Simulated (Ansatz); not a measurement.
## Ti₃Sn, space group Fm-3m: a comparison of norm-conserving and PAW potentials, step by step

Program: Ansatz 0.2.0, Python API.

The cells in order, each with its output:

**Cell 1**
```python
import ansatz
import numpy as np
```

**Cell 2**
```python
def count_gap(report):
    # lowest empty less highest filled band, counting bands; zero where they overlap
    return max(report.get('gap_by_band_count_ev') or 0.0, 0.0)
```

**Cell 3**
```python
crystal = (
    ansatz.Lattice.fcc(6.6104)
    .space_group(225)
    .atom('Ti', (0.25, 0.25, 0.75))
    .atom('Ti', (0.0, 0.0, 0.0))
    .atom('Sn', (0.5, 0.0, 0.0))
    .primitive()
)
```

**Cell 4**
```python
calc = crystal.calculation()
calc = calc.functional('lda')
calc = calc.kpoints(6, 6, 6).occupations('gaussian')
calc = calc.stress()
calc = calc.forces().band_table()
variants = {
    'PAW': calc.pseudopotentials('paw'),
    'norm-conserving': calc.pseudopotentials('nc'),
}
# totals differ by the cores that each treatment holds, so compare what does not depend on them
rows = []
for label, variant in variants.items():
    data = variant.run(threads=1, backend='cpu').report
    levels = np.array(data['eigenvalues_ev'][0]) - data['fermi_energy_ev']
    print(label, 'levels at the first k-point near E_F:', np.round(levels[np.abs(levels) < 5], 3))
    rows.append((label, data['n_electrons'], np.trace(data['stress_gpa']) / 3, count_gap(data)))
for row in rows:
    print('; '.join(f'{name} = {round(v, 4) if isinstance(v, float) else v}' for name, v in zip(['treatment', 'electrons in bands', 'P GPa', 'gap by band count eV'], row)))
```
Output:
```text
DeckWarning: basis.ecutwfc = 420 eV, auto-derived from the records' recommended cutoffs: set by Ti (normal level)
PAW levels at the first k-point near E_F: [-2.413 -2.413 -2.413 -1.528 -1.528 -0.04  -0.04  -0.04   1.853  2.064
  2.064  2.064]
DeckWarning: basis.ecutwfc = 1142.878222 eV, auto-derived from the records' recommended cutoffs: set by Ti (normal level)
norm-conserving levels at the first k-point near E_F: [-2.42  -2.42  -2.42  -1.532 -1.532 -0.041 -0.041 -0.041  1.841  2.063
  2.063  2.063]
treatment = PAW; electrons in bands = 50.0; P GPa = -9.0897; gap by band count eV = 0.0
treatment = norm-conserving; electrons in bands = 50.0; P GPa = -9.0147; gap by band count eV = 0.0
```

PAW gives -9.090 GPa and norm-conserving -9.015 GPa, 0.07 GPa apart. They took 2.0 and 6.2 s of processor time.

Caveats:
- The computed bands are complete only to about 1.6 eV above the Fermi level.
- For a metal this k-point mesh is coarse: on a finer one energies can move by several to tens of meV an atom and pressures by half a GPa or more, differences at one mesh by less.
- A gap by band count of zero or less means overlapping bands, a metal.
- At these settings the cell as given stands under about -9 GPa, so it isn't at this functional's equilibrium volume.
- This cell is a computed structure, which may not be the phase found in nature.
- Levels are Kohn-Sham eigenvalues on this mesh, without spin-orbit coupling.
- Warnings are shown shortened and without file and line.
- Stress is positive in compression.
- Run time: 9 s on 1 thread of AMD EPYC 7R43 64-Core Processor (Zen 3), with other jobs on the host, peak memory 0.52 GiB.

(Lines on the test bed's own set-up are left out of the output.)
